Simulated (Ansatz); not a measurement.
From input file to script: Na3MgBiO4, space group Amm2 in Ansatz 0.2.0.

```yaml
crystal:
  lattice:
    - [3.347881, 0.0, 0.0]
    - [0.0, 3.277816, 5.858253]
    - [0.0, -3.277816, 5.858253]
  atoms:
    - { symbol: Na, position: [0.0, 0.043568, 0.536368] }
    - { symbol: Na, position: [0.5, 0.930233, 0.930233] }
    - { symbol: Na, position: [0.0, 0.536368, 0.043568] }
    - { symbol: Mg, position: [0.0, 0.112654, 0.112654] }
    - { symbol: Bi, position: [0.5, 0.553598, 0.553598] }
    - { symbol: O, position: [0.0, 0.242669, 0.763675] }
    - { symbol: O, position: [0.5, 0.205169, 0.205169] }
    - { symbol: O, position: [0.0, 0.763675, 0.242669] }
    - { symbol: O, position: [0.5, 0.737008, 0.737008] }
basis:
  ecutwfc: 476.1992593048
kpoints:
  mp_grid: { grid: [6, 4, 4] }
hamiltonian:
  xc: pbe
scf:
  occupations: { method: fixed }
relax:
  cell: { fix: [angles] }
```

Launched from the shell:
```console
$ ansatz run input.yaml --threads 1 --pin off --max-ram 3072MiB --backend cpu --events-out ev --progress --plain --runs-dir out
Engine: ansatz 0.2.0, aarch64-unknown-linux-gnu
Pseudopotentials: kind: paw
Pseudopotential: Na, paw, valence charge 9, recommended cutoff 420 eV (normal), Na.paw.azcp
Pseudopotential: Mg, paw, valence charge 10, recommended cutoff 420 eV (normal), Mg.paw.azcp
Pseudopotential: Bi, paw, valence charge 15, recommended cutoff 420 eV (normal), Bi.paw.azcp
Pseudopotential: O, paw, valence charge 6, recommended cutoff 420 eV (normal), O.paw.azcp
Functional definition: PBE
  parameter kappa = 0.804
  parameter beta = 0.06672455060314922
  exchange = pbe_x(kappa = kappa, mu = beta*pi^2/3)
  correlation = pbe_c(beta = beta)
Crystal: 9 atoms, lattice volume = 128.574 Å³
Basis set: ecut = 476.1992593048 eV, 3017 PW (Γ), exchange–correlation on 48×96×96 points (8 copies of the dense FFT grid, shifted against one another)
Bands: 47, of which v1, the nominal top of the filled ones, is band 38 counted from 1 (37 counted from 0)
Symmetry: 4 space group operations
Space group: Amm2 (ITA 38), of the structure as read, at distance tolerance 5.0e-5 Å
k-points: 28 of 96 (time reversal used)
Non-local potential: Na, projectors of the file, l = 0: 3, l = 1: 2, l = 2: 1
Non-local potential: Mg, projectors of the file, l = 0: 3, l = 1: 2, l = 2: 1
Non-local potential: Bi, projectors of the file, l = 0: 2, l = 1: 2, l = 2: 2, l = 3: 2
Non-local potential: O, projectors of the file, l = 0: 2, l = 1: 2, l = 2: 1
PAW form: soft (Blöchl's): semilocal exchange-correlation on the pseudo side does not see the compensation charge
PAW one-centre angular grid: Na, 110 points (default); XC on 64 Gauss nodes
PAW one-centre angular grid: Mg, 110 points (default); XC on 64 Gauss nodes
PAW one-centre angular grid: Bi, 590 points (default); XC on 64 Gauss nodes
PAW one-centre angular grid: O, 110 points (default); XC on 64 Gauss nodes
Initial density: superposition of atomic densities (neutral atoms: chi_scale 0, normalization atom), corrected by the library's trained network
Initial wavefunctions: pseudopotential atomic-orbital guess
Functional: x = pbe(κ = 0.804, μ = 0.2195149727645171), c = pbe(β = 0.06672455060314922)
SCF iter   1: F=—  HF=-21052.908207 eV  |F-HF|=—  |Δ(HF+E_count)|=         —  Δρ=2.50e-3  dr2=1.17e-2  ethr=1.77e-3  ⟨swp⟩=5.0  Hψ=4345  notcnv=0  defer=194
preconditioner: auto → Resta (q_TF=auto, 2.499 Å⁻¹)  ε∞=2.7  [insulator: Δε(μ)=2.243 eV  Ē_g=19.645 eV  n_scr=32 (ndim 8)  ℏωp=25.8 eV  f_vac=0.066  ε∞_Penn≈2.7]
SCF iter   2: F=—  HF=-21052.903889 eV  |F-HF|=—  |Δ(HF+E_count)|=   4.32e-3  Δρ=1.83e-3  dr2=3.47e-3  ethr=1.54e-5  ⟨swp⟩=2.8  Hψ=2486  notcnv=0  defer=196
SCF iter   3: F=—  HF=-21052.903491 eV  |F-HF|=—  |Δ(HF+E_count)|=   3.98e-4  Δρ=7.22e-4  dr2=1.05e-3  ethr=4.57e-6  ⟨swp⟩=2.0  Hψ=1705  notcnv=0  defer=168
automatic band count: iteration 3 solves 46 bands in place of 47: the levels show a gap, and the empty bands left out lie too high to hold charge; the band table lists the bands solved (type scf.n_extra_bands for more)
SCF iter   4: F=—  HF=-21052.903454 eV  |F-HF|=—  |Δ(HF+E_count)|=   3.71e-5  Δρ=3.60e-4  dr2=2.71e-4  ethr=1.39e-6  ⟨swp⟩=2.3  Hψ=1586  notcnv=0  defer=168
SCF iter   5: F=—  HF=-21052.903435 eV  |F-HF|=—  |Δ(HF+E_count)|=   1.91e-5  Δρ=1.29e-4  dr2=3.07e-5  ethr=3.57e-7  ⟨swp⟩=2.0  Hψ=1576  notcnv=0  defer=140
SCF iter   6: F=—  HF=-21052.903219 eV  |F-HF|=—  |Δ(HF+E_count)|=   2.16e-4  Δρ=5.84e-5  dr2=4.81e-6  ethr=4.04e-8  ⟨swp⟩=2.0  Hψ=2080  notcnv=0  defer=69
SCF iter   7: F=—  HF=-21052.903221 eV  |F-HF|=—  |Δ(HF+E_count)|=   2.07e-6  Δρ=2.29e-5  dr2=5.50e-7  ethr=6.32e-9  ⟨swp⟩=2.0  Hψ=1811  notcnv=0  defer=71
SCF iter   8: F=—  HF=-21052.903221 eV  |F-HF|=—  |Δ(HF+E_count)|=   1.55e-7  Δρ=1.28e-5  dr2=1.91e-7  ethr=7.24e-10  ⟨swp⟩=2.0  Hψ=1735  notcnv=0  defer=74
SCF iter   9: F=-21052.903221 eV  HF=-21052.903221 eV  |F-HF|=5.63e-9  |Δ(HF+E_count)|=   5.12e-8  Δρ=2.95e-6  dr2=1.18e-8  ethr=1.32e-10  ⟨swp⟩=5.0  Hψ=4614  notcnv=0
SCF 1 converged in 9 iterations: F = -21052.903221 eV  dr2 = 1.18e-8
  greatest PAW one-centre occupation: 1.000 electrons in one spin orbital (limit 2), on the Mg atom at site 3 (counted from 0), in its partial waves of l = 0
relax step   1: F+E_penalty+E_count = -21052.90322086 eV  Δ(F+E_penalty+E_count) = +0.000e0 eV  max|allowed force component| = 1.771e-1 eV/Å  Δτ_max = 0.0000 Å  P = -0.013 GPa  Ω = 128.574 Å³  fix = [alpha, beta, gamma]  reactions: alpha +0.289 GPa/rad  (9 SCF iters, dr2 threshold 1.00e-7 eV, accepted)
Crystal: 9 atoms, lattice volume = 128.855 Å³
Basis set: ecut = 476.1992593048 eV, 3025 PW (Γ), exchange–correlation on 48×96×96 points (8 copies of the dense FFT grid, shifted against one another)
Initial density: handed on by an earlier stage of this run
Initial wavefunctions: those handed on with the density
iter 1 solved again at ethr=1.32e-6 eV; its pass at ethr=3.10e-3 eV (dr2=1.01e-3 eV) is discarded
SCF iter   1: F=—  HF=-21052.905441 eV  |F-HF|=—  |Δ(HF+E_count)|=         —  Δρ=7.51e-4  dr2=1.03e-3  ethr=1.32e-6  ⟨swp⟩=2.7  Hψ=4374  notcnv=0  defer=84
automatic band count: iteration 1 solves 43 bands in place of 47: the levels show a gap, and the empty bands left out lie too high to hold charge; the band table lists the bands solved (type scf.n_extra_bands for more)
preconditioner: auto → Resta (q_TF=auto, 2.498 Å⁻¹)  ε∞=3.0  [insulator: Δε(μ)=2.242 eV  Ē_g=18.193 eV  n_scr=32 (ndim 8)  ℏωp=25.8 eV  f_vac=0.068  ε∞_Penn≈3.0]
SCF iter   2: F=—  HF=-21052.905223 eV  |F-HF|=—  |Δ(HF+E_count)|=   2.17e-4  Δρ=5.37e-4  dr2=3.02e-4  ethr=1.32e-6  ⟨swp⟩=2.0  Hψ=1438  notcnv=0  defer=84
SCF iter   3: F=—  HF=-21052.904956 eV  |F-HF|=—  |Δ(HF+E_count)|=   2.67e-4  Δρ=3.05e-4  dr2=1.91e-4  ethr=3.97e-7  ⟨swp⟩=2.0  Hψ=1694  notcnv=0  defer=72
SCF iter   4: F=—  HF=-21052.904919 eV  |F-HF|=—  |Δ(HF+E_count)|=   3.70e-5  Δρ=5.70e-5  dr2=4.45e-6  ethr=2.51e-7  ⟨swp⟩=2.0  Hψ=1477  notcnv=0  defer=73
SCF iter   5: F=—  HF=-21052.904919 eV  |F-HF|=—  |Δ(HF+E_count)|=   6.73e-7  Δρ=3.03e-5  dr2=1.01e-6  ethr=1.18e-9  ⟨swp⟩=5.0  Hψ=4802  notcnv=0
SCF iter   6: F=-21052.904919 eV  HF=-21052.904919 eV  |F-HF|=1.94e-7  |Δ(HF+E_count)|=   5.89e-8  Δρ=1.67e-5  dr2=3.22e-7  ethr=1.18e-9  ⟨swp⟩=4.9  Hψ=3935  notcnv=0
SCF 2 converged in 6 iterations: F = -21052.904919 eV  dr2 = 3.22e-7
relax step   2: F+E_penalty+E_count = -21052.90491930 eV  Δ(F+E_penalty+E_count) = -1.698e-3 eV  max|allowed force component| = 3.766e-2 eV/Å  Δτ_max = 0.0135 Å  P = -0.030 GPa  Ω = 128.855 Å³  energy of the carried Pulay correction = -5.394e-5 eV  fix = [alpha, beta, gamma]  reactions: alpha -0.013 GPa/rad  (6 SCF iters, dr2 threshold 9.00e-7 eV, accepted)
Crystal: 9 atoms, lattice volume = 128.902 Å³
iter 1 solved again at ethr=2.26e-6 eV; its pass at ethr=3.10e-3 eV (dr2=1.72e-3 eV) is discarded
SCF iter   1: F=—  HF=-21052.906179 eV  |F-HF|=—  |Δ(HF+E_count)|=         —  Δρ=1.14e-3  dr2=1.72e-3  ethr=2.26e-6  ⟨swp⟩=2.0  Hψ=3647  notcnv=0  defer=84
automatic band count: iteration 1 solves 43 bands in place of 47: the levels show a gap, and the empty bands left out lie too high to hold charge; the band table lists the bands solved (type scf.n_extra_bands for more)
preconditioner: auto → Resta (q_TF=auto, 2.498 Å⁻¹)  ε∞=3.0  [insulator: Δε(μ)=2.263 eV  Ē_g=18.197 eV  n_scr=32 (ndim 8)  ℏωp=25.8 eV  f_vac=0.068  ε∞_Penn≈3.0]
SCF iter   2: F=—  HF=-21052.905857 eV  |F-HF|=—  |Δ(HF+E_count)|=   3.22e-4  Δρ=6.87e-4  dr2=4.01e-4  ethr=2.26e-6  ⟨swp⟩=2.0  Hψ=1571  notcnv=0  defer=84
SCF iter   3: F=—  HF=-21052.905774 eV  |F-HF|=—  |Δ(HF+E_count)|=   8.31e-5  Δρ=3.28e-4  dr2=1.40e-4  ethr=5.28e-7  ⟨swp⟩=2.0  Hψ=1642  notcnv=0  defer=57
[... 18 lines left out ...]
Initial wavefunctions: pseudopotential atomic-orbital guess (no wavefunctions were taken with the density)
iter 1 solved again at ethr=7.93e-8 eV; its pass at ethr=3.10e-3 eV (dr2=6.03e-5 eV) is discarded
SCF iter   1: F=—  HF=-21052.905654 eV  |F-HF|=—  |Δ(HF+E_count)|=         —  Δρ=7.92e-5  dr2=1.86e-7  ethr=7.93e-8  ⟨swp⟩=3.4  Hψ=8101  notcnv=0  defer=196
preconditioner: auto → Resta (q_TF=auto, 2.499 Å⁻¹)  ε∞=2.7  [insulator: Δε(μ)=2.253 eV  Ē_g=19.640 eV  n_scr=32 (ndim 8)  ℏωp=25.8 eV  f_vac=0.068  ε∞_Penn≈2.7]
SCF iter   2: F=—  HF=-21052.905569 eV  |F-HF|=—  |Δ(HF+E_count)|=   8.46e-5  Δρ=4.01e-5  dr2=6.23e-8  ethr=2.44e-10  ⟨swp⟩=3.0  Hψ=2902  notcnv=0  defer=196
SCF iter   3: F=—  HF=-21052.905608 eV  |F-HF|=—  |Δ(HF+E_count)|=   3.84e-5  Δρ=1.69e-5  dr2=1.48e-8  ethr=8.19e-11  ⟨swp⟩=2.0  Hψ=1813  notcnv=0  defer=196
SCF iter   4: F=—  HF=-21052.905616 eV  |F-HF|=—  |Δ(HF+E_count)|=   8.14e-6  Δρ=1.76e-6  dr2=1.26e-9  ethr=1.94e-11  ⟨swp⟩=2.0  Hψ=1971  notcnv=0  defer=196
SCF iter   5: F=—  HF=-21052.905616 eV  |F-HF|=—  |Δ(HF+E_count)|=   5.56e-8  Δρ=5.14e-7  dr2=3.17e-10  ethr=1.66e-12  ⟨swp⟩=2.0  Hψ=2049  notcnv=0  defer=196
SCF iter   6: F=-21052.905616 eV  HF=-21052.905616 eV  |F-HF|=4.37e-11  |Δ(HF+E_count)|=  1.24e-10  Δρ=1.98e-7  dr2=4.30e-11  ethr=1.00e-12  ⟨swp⟩=4.8  Hψ=4455  notcnv=0
SCF 5 converged in 6 iterations: F = -21052.905616 eV  dr2 = 4.30e-11
relax step   5: F+E_penalty+E_count = -21052.90561586 eV  Δ(F+E_penalty+E_count) = -4.501e-5 eV  max|allowed force component| = 5.948e-3 eV/Å  Δτ_max = 0.0000 Å  P = -0.001 GPa  Ω = 128.830 Å³  fix = [alpha, beta, gamma]  reactions: alpha +0.030 GPa/rad  stress off target by 2.06e-3 GPa on what of the cell is left free  SCF on the basis re-selected at this [...]
basis re-selected at this cell: Δ(F+E_penalty+E_count) = -4.501e-5 eV, ΔP = +0.001 GPa vs the last step (what re-selecting the basis moved, of the pressure what is left beyond the Pulay correction that the steps carried, after the strain that the cell walked since its last selection, with what the two solves' SCF thresholds leave and, on support functions, [...]
SCF converged after 6 iterations
Free energy (F): -21052.905616 eV
Harris-Foulkes:  -21052.905616 eV  (|F-HF|=4.37e-11)
Internal energy: -21052.905616 eV  (E = F + TS)
E sigma→0 (E₀):  -21052.905616 eV
Fermi energy:    6.136869 eV
--- Per-component energies (eV) ---
  E_band       = -1040.697813
  E_kinetic    = 1440.487777
  E_local      = -7910.847151  (includes V_loc(G=0)·N_el)
  E_nonlocal   = 1197.191236
  E_hartree    = 2759.835650
  E_xc         = -597.489580
  E_vxc        = -714.838571  (∫ρ·V_xc dr)
  E_paw        = -12374.619385  (= ΣΔE_a)
  E_vpaw       = -572.367754  (= ΣTr[D̂ρ^β])
  E_aug_tail   = 0.005527  (compensation charges beyond the density's cutoff)
  E_ewald      = -5567.469690
  E_smearing   = -0.000000  (= −TS)
  E_closure    = -0.000000  (closes the sum)
  Σ components = -21052.905616   (vs F -21052.905616, Δ=0.00e0)
--- Forces (eV/Å), atoms counted from 1 ---
  atom   1  Na    -0.00000000    -0.00192836     0.00143798
  atom   2  Na     0.00000000    -0.00000000     0.00256489
  atom   3  Na    -0.00000000     0.00192836     0.00143798
  atom   4  Mg     0.00000000     0.00000000     0.00144408
  atom   5  Bi     0.00000000     0.00000000    -0.00245043
  atom   6  O      0.00000000    -0.00159156    -0.00334802
  atom   7  O     -0.00000000     0.00000000    -0.00370720
  atom   8  O     -0.00000000     0.00159156    -0.00334802
  atom   9  O     -0.00000000     0.00000000     0.00594501
  max |Σ_I F_I| component: 2.37e-5 eV/Å
--- Stress (GPa, compression-positive) ---
       -0.000151      -0.000000       0.000000
       -0.000000       0.023724       0.000000
        0.000000       0.000000      -0.027847
  P = ⅓ Tr σ = -0.0014 GPa (-0.014 kbar)
--- Relaxed structure (4 steps of the walk, 4 accepted, 1 SCFs on fresh bases) ---
  F+E_penalty+E_count = -21052.90561586 eV   max|allowed force component| = 5.948e-3 eV/Å   (the final SCF, on the basis selected at the relaxed cell)
  cell:  # Å, volume = 128.8298 Å³
    - [3.3541404491375872, -1.6425735595621828e-127, 2.120014205555548e-127]
    - [2.1014861893324563e-127, 3.2780134410390276, 5.858605875072673]
    - [5.317881213355039e-127, -3.2780134410390276, 5.858605875072673]
  atoms:
    - { symbol: Na, position: [0.0, 0.04494370529189462, 0.5362491750324699] }
    - { symbol: Na, position: [0.5, 0.9306620312298186, 0.9306620312298186] }
    - { symbol: Na, position: [0.0, 0.5362491750324699, 0.04494370529189462] }
    - { symbol: Mg, position: [0.0, 0.11226132566954504, 0.11226132566954504] }
    - { symbol: Bi, position: [0.5, 0.5544191918008121, 0.5544191918008121] }
    - { symbol: O, position: [4.100266178934991e-143, 0.24216772410775006, 0.7638663055583685] }
    - { symbol: O, position: [0.5, 0.2038882347994804, 0.2038882347994804] }
    - { symbol: O, position: [0.0, 0.7638663055583685, 0.24216772410775006] }
    - { symbol: O, position: [0.5, 0.7364843065098612, 0.7364843065098612] }
```

The script, `vcrelax.py`:
```python
"""Variable-cell relaxation of Na3MgBiO4."""

from dataclasses import dataclass

import ansatz as az
from ase import Atoms
from ase.data import atomic_numbers
from ase.neighborlist import neighbor_list
import numpy as np
from pymatgen.core import Structure
import spglib


@dataclass(frozen=True)
class Settings:
    filling: str = "fixed"
    kgrid: tuple[int, ...] = (6, 4, 4)
    functional: str = "pbe"


settings = Settings()

def edges_and_angles(cell):
    cell = np.asarray(cell)
    a, b, c = np.linalg.norm(cell, axis=1)
    cosines = cell[1] @ cell[2] / (b * c), cell[0] @ cell[2] / (a * c), cell[0] @ cell[1] / (a * b)
    return (a, b, c, *np.degrees(np.arccos(cosines)))

lattice = az.Lattice.of(
    (3.347881, 0.0, 0.0),
    (0.0, 3.277816, 5.858253),
    (0.0, -3.277816, 5.858253),
)
sites = [
    ("Na", (0.0, 0.043568, 0.536368)),
    ("Na", (0.5, 0.930233, 0.930233)),
    ("Na", (0.0, 0.536368, 0.043568)),
    ("Mg", (0.0, 0.112654, 0.112654)),
    ("Bi", (0.5, 0.553598, 0.553598)),
    ("O", (0.0, 0.242669, 0.763675)),
    ("O", (0.5, 0.205169, 0.205169)),
    ("O", (0.0, 0.763675, 0.242669)),
    ("O", (0.5, 0.737008, 0.737008)),
]
na3mgbio4 = az.Crystal(lattice=lattice)
for symbol, position in sites:
    na3mgbio4 = na3mgbio4.atom(symbol, position)

# edges free, angles fixed
calculation = (
    na3mgbio4.calculation()
    .occupations(settings.filling)
    .kpoints(*settings.kgrid)
    .functional(settings.functional)
    .basis(35 * az.Ry)
    .relax(fix_cell=["angles"])
)
steps = []


def follow(event):
    if event["event"] != "relax_step":
        return
    row = event["data"]
    steps.append(row)
    print(f"step {row['step']:3d}  E = {row['lagrangian_ev']:.5f} eV  largest force component = {row['allowed_force_max_ev_ang']:.4f} eV/A  P = {row['pressure_gpa']:.3f} GPa")


outcome = calculation.session().plan(threads=1).execute(on_event=follow)
report = outcome.report

first, last = steps[0], steps[-1]
symbols = [site.symbol for site in outcome.lattice.sites]
print(f"energy gained {first['lagrangian_ev'] - last['lagrangian_ev']:.4f} eV in {len(steps) - 1} steps")
for label, vectors in (("before", first["cell_ang"]), ("after", outcome.lattice.cell_ang)):
    print(label, "a b c (A) {:.4f} {:.4f} {:.4f}  angles {:.2f} {:.2f} {:.2f}".format(*edges_and_angles(vectors)), f" V = {abs(np.linalg.det(vectors)):.3f} A^3")
print("final stress xx yy zz (GPa, compression positive):", np.round(np.diag(report["stress_gpa"]), 3) + 0.0)

change = np.array(last["positions_ang"]) @ np.linalg.inv(last["cell_ang"]) - np.array(first["positions_ang"]) @ np.linalg.inv(first["cell_ang"])
moved = np.linalg.norm(change @ np.array(last["cell_ang"]), axis=1)
print("displacement within the cell, strain taken out (A):", " ".join(f"{s}:{d:.3f}" for s, d in zip(symbols, moved)))

fractions = [site.position_frac for site in outcome.lattice.sites]
numbers = [atomic_numbers[s] for s in symbols]
for tolerance in (1e-3, 1e-2, 1e-1):
    print(f"space group at {tolerance} A:", spglib.get_spacegroup((outcome.lattice.cell_ang, fractions, numbers), symprec=tolerance))

final = Atoms(symbols, positions=last["positions_ang"], cell=outcome.lattice.cell_ang, pbc=True)
i, j, d = neighbor_list("ijd", final, 4.5)
print("neighbours within 1.2 times the shortest distance of each atom (A)")
for atom in range(len(final)):
    near = [m for m in np.argsort(d) if i[m] == atom]
    shell = [m for m in near if d[m] < 1.2 * d[near[0]]]
    print(f"{symbols[atom]}{atom} ({len(shell)}):", ", ".join(f"{symbols[j[m]]} {d[m]:.3f}" for m in shell))

print(f"free energy      {report['free_energy_ev']:.5f} eV")
print(f"per atom         {report['free_energy_ev'] / len(outcome.lattice.sites):.5f} eV")
print(f"SCF iterations   {report['n_iterations']}  (converged: {report['converged']})")

final = Structure(outcome.lattice.cell_ang, [s.symbol for s in outcome.lattice.sites], [s.position_frac for s in outcome.lattice.sites])
distances = np.array([n.nn_distance for shell in final.get_all_neighbors(6.0) for n in shell])
values, counts = np.unique(distances.round(2), return_counts=True)
print("distance (A)  neighbours per atom")
for value, count in list(zip(values, counts))[:14]:
    print(f"{value:10.2f} {count / len(final):10.2f}")

print("energy terms (eV)")
for term, value in report["components"].items():
    if abs(value) > 1e-9:
        print(f"  {term:26s} {value:16.5f}")
```

```console
$ python vcrelax.py
step   1  E = -21052.90322 eV  largest force component = 0.1771 eV/A  P = -0.013 GPa
step   2  E = -21052.90492 eV  largest force component = 0.0377 eV/A  P = -0.030 GPa
step   3  E = -21052.90550 eV  largest force component = 0.0112 eV/A  P = -0.040 GPa
step   4  E = -21052.90557 eV  largest force component = 0.0059 eV/A  P = -0.002 GPa
step   5  E = -21052.90562 eV  largest force component = 0.0059 eV/A  P = -0.001 GPa
energy gained 0.0024 eV in 4 steps
before a b c (A) 3.3479 6.7129 6.7129  angles 58.46 90.00 90.00  V = 128.574 A^3
after a b c (A) 3.3541 6.7133 6.7133  angles 58.46 90.00 90.00  V = 128.830 A^3
final stress xx yy zz (GPa, compression positive): [ 0.     0.024 -0.028]
displacement within the cell, strain taken out (A): Na:0.009 Na:0.005 Na:0.009 Mg:0.005 Bi:0.010 O:0.003 O:0.015 O:0.003 O:0.006
space group at 0.001 A: Amm2 (38)
space group at 0.01 A: Amm2 (38)
space group at 0.1 A: Amm2 (38)
neighbours within 1.2 times the shortest distance of each atom (A)
Na0 (8): O 2.449, O 2.449, O 2.491, O 2.537, O 2.537, Mg 2.638, Na 2.879, Na 2.879
Na1 (7): O 2.275, O 2.447, O 2.447, O 2.447, O 2.447, Mg 2.709, Mg 2.709
Na2 (8): O 2.449, O 2.449, O 2.491, O 2.537, O 2.537, Mg 2.638, Na 2.879, Na 2.879
Mg3 (4): O 1.991, O 1.991, O 2.024, O 2.024
Bi4 (5): O 2.133, O 2.470, O 2.470, O 2.470, O 2.470
O5 (1): Mg 2.024
O6 (2): Mg 1.991, Mg 1.991
O7 (1): Mg 2.024
O8 (6): Bi 2.133, Na 2.275, Na 2.449, Na 2.449, Na 2.449, Na 2.449
free energy      -21052.90562 eV
per atom         -2339.21174 eV
SCF iterations   6  (converged: True)
distance (A)  neighbours per atom
      1.99       0.44
      2.02       0.44
      2.13       0.22
      2.28       0.22
      2.45       1.78
      2.47       0.89
      2.49       0.44
      2.54       0.89
      2.64       0.44
      2.71       0.44
      2.88       0.89
      3.14       0.22
      3.20       0.22
      3.22       0.22
energy terms (eV)
  e_band                          -1040.69781
  e_kinetic                        1440.48778
  e_local                         -7910.84717
  e_nonlocal                       1197.19124
  e_hartree                        2759.83566
  e_xc                             -597.48958
  e_vxc                            -714.83857
  e_paw                          -12374.61938
  e_vpaw                           -572.36775
  e_augmentation_tail                 0.00553
  e_ewald                         -5567.46968
```

Total energies depend on the potentials; only differences at equal settings carry meaning. The energy terms are those on the plane-wave grid, with the one-centre PAW part apart; e_band, e_vxc and e_vpaw aren't summands of the total. The Fermi level of a run with fixed occupations marks the highest occupied state on its mesh, not mid-gap. Energies along a relaxation are free energies. Rows at an unchanged volume are solved on a plane-wave basis chosen afresh for that cell, so the energy can jump there; the script counts such rows among its steps. Edges and angles are those of the cell as typed, here a primitive one, not of the conventional cell. This cell is a computed structure, which may not be the phase found in nature. Gaps and levels are Kohn-Sham values on a finite set of k-points, without spin-orbit coupling. Run time: 64 s on 1 thread of Arm Neoverse V2 (shared host), peak memory 0.57 GiB.

(Lines on the test bed's own set-up are left out of the output.)
